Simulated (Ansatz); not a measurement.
Run this with Ansatz 0.2.0 through its Python package and show what comes out.

Script `formation_napt.py`:
```python
# -*- coding: utf-8 -*-
from collections import Counter

import ansatz as az
import numpy as np

K_SPACING = 0.3
OCCUPATIONS = "fermi_dirac"
WIDTH_EV = 0.1

PHASES = {
    "NaPt": (
        [(2.850969, 0.0, 0.0), (-1.425485, 2.469012, 0.0), (0.0, 0.0, 4.889832)],
        [
            ("Na", (2 / 3, 1 / 3, 0.5)),
            ("Pt", (1 / 3, 2 / 3, 0.0)),
        ],
    ),
    "Na": (
        [(-2.141, 2.141, 2.141), (2.141, -2.141, 2.141), (2.141, 2.141, -2.141)],
        [
            ("Na", (0.0, 0.0, 0.0)),
        ],
    ),
    "Pt": (
        [(0.0, 1.9609, 1.9609), (1.9609, 0.0, 1.9609), (1.9609, 1.9609, 0.0)],
        [
            ("Pt", (0.0, 0.0, 0.0)),
        ],
    ),
}


def build(vectors, sites):
    crystal = az.Crystal(lattice=az.Lattice.of(vectors))
    for symbol, position in sites:
        crystal = crystal.atom(symbol, position)
    return crystal


def ground_state(name, crystal):
    calc = (
        crystal.calculation()
        .functional(az.Functional.PBESOL)
        .basis(18 * az.Ha)
        .kpoints(spacing=K_SPACING)
        .occupations(OCCUPATIONS, width=WIDTH_EV)
        .stress()
    )
    calc = calc.relax(force_tolerance=0.02, max_steps=40, fix_cell=["shape"])
    return calc.run(threads=1)


def counts(outcome):
    return Counter(site.symbol for site in outcome.lattice.sites)

def formation_energy(outcome, mu):
    n = counts(outcome)
    return (outcome.report["energy_sigma0_ev"] - sum(k * mu[element] for element, k in n.items())) / sum(n.values())


def volume_per_atom(outcome):
    return abs(np.linalg.det(outcome.lattice.cell_ang)) / len(outcome.lattice.sites)

phases = {name: build(*cell) for name, cell in PHASES.items()}

done = {name: ground_state(name, crystal) for name, crystal in phases.items()}

references = {"Na": "Na", "Pt": "Pt"}
mu = {element: done[name].report["energy_sigma0_ev"] / len(done[name].lattice.sites) for element, name in references.items()}

target = done["NaPt"]
heat = formation_energy(target, mu)
rows = [(name, len(o.lattice.sites), volume_per_atom(o), formation_energy(o, mu)) for name, o in done.items()]
print("     phase       atoms  V (A^3/atom)  E_form (eV/atom)")
for row in rows:
    print(f"{str(row[0]):>10}  {row[1]:10d}  {row[2]:12.3f}  {row[3]:16.4f}")
```

Output of `python formation_napt.py`:
```text
     phase       atoms  V (A^3/atom)  E_form (eV/atom)
      NaPt           2        16.296           -0.1335
        Na           1        36.311            0.0000
        Pt           1        15.069            0.0000
```

What to keep in mind:
- For the metals among these phases the mesh is modest: differences between phases can be off by up to 40 meV an atom.
- Atoms and volume are relaxed with the cell's shape held, which in cells of lower than cubic symmetry can hide stresses and shift volumes.
- Spin-orbit coupling, which matters for elements this heavy, is left out.
- The cells come from databases of deposited and of computed structures, and not all need be stable phases.
- The compound is the structure given, not necessarily its lowest; energies are at zero temperature, with no correction for gases. A semilocal functional's error on such energies is often 0.05 to 0.1 eV an atom, and 0.1 to 0.3 eV against gases such as O2 or F2.
- Finished in 14 s on 1 thread of Arm Neoverse V2, with other jobs on the host, peak memory 0.39 GiB.

(A comment or docstring line of the script was reworded after the run, the code is as it ran; lines on the test bed's own set-up are left out of the output.)
